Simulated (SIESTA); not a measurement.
W:

```xyz
4
Lattice="2.8097 0.0000 0.0000 0.0000 4.8639 0.0000 0.0000 0.0000 4.9237" Properties=species:S:1:pos:R:3 pbc="T T T"
W     2.2285    4.5567    3.6928
W     0.5811    2.1247    3.6928
W     0.5811    0.3072    1.2309
W     2.2285    2.7391    1.2309
```

This isn't the form of W at room conditions, which is bcc.

| Property | Result |
| --- | --- |
| Program | SIESTA 5.4.2 |
| Task | single point |
| Functional | PBEsol |
| Potentials or basis | PseudoDojo 0.4 standard (PBEsol files) |
| Basis | DZP (energy shift 0.003 Ry; two zetas on semicore shells) |
| Grid cutoff | 800 Ry |
| Energy shift | 0.003 Ry |
| k mesh | 9 × 6 × 6 |
| Occupations | fermi-dirac, width 0.05 eV |
| Spin | no spin polarisation |

On this cell: pressure -7.2 GPa; largest force 0.102 eV/Å; band gap on the k mesh none (metal or under the smearing width).

The same run follows on a disturbed copy (atoms moved at random, drawn with an rms of 0.05 Å):

```
CELL_PARAMETERS angstrom
2.80966 0.00000 0.00000
0.00000 4.86387 0.00000
0.00000 0.00000 4.92370
ATOMIC_POSITIONS crystal
W 0.80404 0.92913 0.75151
W 0.21170 0.43819 0.76138
W 0.21701 0.05754 0.24791
W 0.81267 0.56135 0.25130
```

What does the disturbed cell give?

The energy (extrapolated to zero smearing) moves by +10.7 meV/atom; pressure -6.4 GPa; largest force 0.918 eV/Å; band gap on the k mesh none (metal or under the smearing width).

Forces in eV/Å, atoms in the order of the input:
```
W   -0.067  0.617 -0.260
W    0.232 -0.545 -0.701
W    0.096  0.228  0.439
W   -0.264 -0.298  0.522
```

Stress tensor (GPa, compression positive):
```
-5.61  0.34  0.42
 0.34 -5.61 -0.58
 0.42 -0.58 -7.89
```

Caveats: short orbitals over semicore shells can move pressures by several GPa; the basis of atomic orbitals isn't converged, which shifts pressures, moduli and gaps.
